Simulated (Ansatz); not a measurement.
# H₂BrO (doublet): from Hartree-Fock to the top rungs at distance O1–H3 along a hydrogen transfer = 1.625 Å, cc-pVDZ

One table from this session's results is given with a row withheld; the runs are named, their logs left out.

Program: Ansatz 0.2.0, Gaussian basis. Level of theory: cc-pVDZ, core rule «outside noble gas», up to 15 orbitals frozen. These are calculated values, not measurements.

Plan: UHF; CCSD(T) on ROHF; CCSD(T) on UHF; BCCD(T) on ROHF; CISD; CCSDT(Q) on ROHF; CCSDT(Q) on UHF; CASSCF and MRCISD+Q, 3 electrons in 3 orbitals; CASSCF and NEVPT2, 3 electrons in 3 orbitals.

8 further runs of the same task are left out: 1 for a mislabelled method, 2 for a known fault of the program, 5 that didn't finish.

### What is computed

The geometry derives from fragments relaxed apart (PBE0/def2-TZVP) and kept rigid, so it is no stationary point. A hydrogen atom is moved between rigid fragments. No spin-orbit coupling is included. The filled d shell of Br may be among the frozen orbitals whatever the setting's name suggests; the logs give the count.

4 atoms, charge 0, spin multiplicity 2.

Atoms are counted from 1 here; the program's logs count them from 0.

Bond lengths: O1–H2 0.960 Å, H3–Br4 1.530 Å.

The first run:

File in.yaml:

```yaml
crystal:
  periodic: [false, false, false]
  atoms:
    - {symbol: O, position_ang: [-1.132673, -0.231644, 0.000000]}
    - {symbol: H, position_ang: [-1.381982, 0.694932, 0.000000]}
    - {symbol: H, position_ang: [0.492327, -0.231644, 0.000000]}
    - {symbol: Br, position_ang: [2.022327, -0.231644, 0.000000]}
basis:
  gaussian: {orbitals: cc-pVDZ}
magnetization: {spin_polarized: true, initial_magnetization: 1}
hamiltonian: {xc: hf}
output: {orbitals: {seedname: orbitals}}
```

Command:

```
$ ansatz run in.yaml --threads 1 --pin off --events-out ev --progress --plain --max-ram 2393MiB
```

Among the steps run: UHF; CCSD(T) on ROHF; CCSD(T) on UHF; BCCD(T) on ROHF; CISD; CCSDT(Q) on ROHF; CCSDT(Q) on UHF; CASSCF and MRCISD+Q, 3 electrons in 3 orbitals; CASSCF and NEVPT2, 3 electrons in 3 orbitals.

One of the session's tables, all rows but one given; the rest of the session is left out.

```
     method  from UCCSDT(Q) (meV)
       ROHF               +8680.0
        UHF                     ?
       RMP2                +921.5
       UMP2                +921.5
       CISD                +813.8
      RCCSD                +155.6
      UCCSD                +154.1
   RCCSD(T)                 +28.5
   UCCSD(T)                 +27.8
    BCCD(T)                 +28.4
     RCCSDT                 +15.2
     UCCSDT                 +14.5
  RCCSDT(Q)                  +0.9
  UCCSDT(Q)                     0
CASSCF pair               +8070.1
NEVPT2 pair                +855.8
```

Estimate the missing values for UHF.

As computed: from UCCSDT(Q) (meV): +8569.0. In the column «from UCCSDT(Q) (meV)» it lies between CASSCF pair (+8070.1) and ROHF (+8680.0).

Not comparable, so not listed: CASSCF and MRCISD+Q, 3 electrons in 3 orbitals (they don't share determinant, frozen orbitals or solution with the rows shown, or repeat one).

Limits of these values: Restricted and unrestricted rows rest on different reference determinants; where their highest levels disagree by more than a few hundredths of an eV, they describe different states and don't form one ladder. Warnings in the runs' records: passed over end.
